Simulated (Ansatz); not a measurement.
# CdMeF (CH3CdF): structure and electronic state

Aim: characterise CdMeF (CH3CdF) as a singlet: its structure, frontier levels and distribution of charge.

The runs use Ansatz 0.2.0, Gaussian basis; RKS PBE0-D4/def2-TZVP.

The runs, in order: relaxation at PBE0-D4/def2-TZVP; a single point at PBE0-D4/def2-TZVP; harmonic vibrations at PBE0-D4/def2-TZVP.

5 further runs of the same task are left out: 5 set aside as unsound or not needed. Runs told in other sessions of the task aren't counted.

### Step 1. Starting geometry

6 atoms, charge 0, spin multiplicity 1.

Atoms are counted from 1 here; the program's logs count them from 0.

Bond lengths: Cd1–C2 2.121 Å, Cd1–F6 1.932 Å, C2–H3 1.086 Å, C2–H4 1.086 Å, C2–H5 1.086 Å. Angles: C2–Cd1–F6 178.8°, Cd1–C2–H3 109.6°, Cd1–C2–H4 109.4°, Cd1–C2–H5 109.5°, H3–C2–H4 109.4°, H3–C2–H5 109.4°, H4–C2–H5 109.4°.

Coordinates:

```xyz
6
CH3CdF
Cd   -0.00979    0.01763   -1.27295
C     0.00315   -0.00069    0.84757
H    -0.44649    0.91375    1.22328
H     1.02721   -0.07123    1.20154
H    -0.56283   -0.85556    1.20579
F    -0.01126   -0.00390   -3.20523
```

Cd takes a core potential in the def2 sets. No spin-orbit coupling is included.

The start is a GFN1-xTB geometry.

### Step 2. Relaxation at PBE0-D4/def2-TZVP

in.yaml

```yaml
crystal:
  periodic: [false, false, false]
  atoms:
    - {symbol: Cd, position_ang: [-0.009790, 0.017630, -1.272950]}
    - {symbol: C, position_ang: [0.003150, -0.000690, 0.847570]}
    - {symbol: H, position_ang: [-0.446490, 0.913750, 1.223280]}
    - {symbol: H, position_ang: [1.027210, -0.071230, 1.201540]}
    - {symbol: H, position_ang: [-0.562830, -0.855560, 1.205790]}
    - {symbol: F, position_ang: [-0.011260, -0.003900, -3.205230]}
basis:
  gaussian: {orbitals: def2-TZVP}
hamiltonian: {xc: pbe0, dispersion: d4}
scf: {lower_state_search: "off"}
output: {orbitals: {seedname: orbitals}}
relax: {f_tol: 0.02, max_steps: 100}
```

The run is started by

```console
$ ansatz run in.yaml --threads 4 --pin off --events-out ev --progress --plain --max-ram 3916MiB
```

Further steps of the session: Single point, PBE0-D4/def2-TZVP; Vibrations by finite differences.

**Question.** What will the summary of the whole plan be? Wanted: point group; near neighbours of the metal; HOMO, LUMO at PBE0-D4/def2-TZVP; charge on the metal; dipole at PBE0-D4/def2-TZVP; lowest, highest wavenumber.

**Answer**, as computed:

```
                                         quantity             value
                                      point group               C3v
                     near neighbours of the metal  C 2.08, F 1.95 Å
                  HOMO, LUMO at PBE0-D4/def2-TZVP   -8.47, -0.83 eV
charge on the metal (Mulliken, PBE0-D4/def2-TZVP)           +0.82 e
                      dipole at PBE0-D4/def2-TZVP            3.38 D
                       lowest, highest wavenumber    134, 3169 cm⁻¹
```

In words: The molecule keeps its bonding pattern by the stored test; the atoms moved 0.02 Å (rms). The metal has 2 near neighbours by the distance rule, from 1.95 to 2.08 Å. All wavenumbers are real: a minimum at this level.
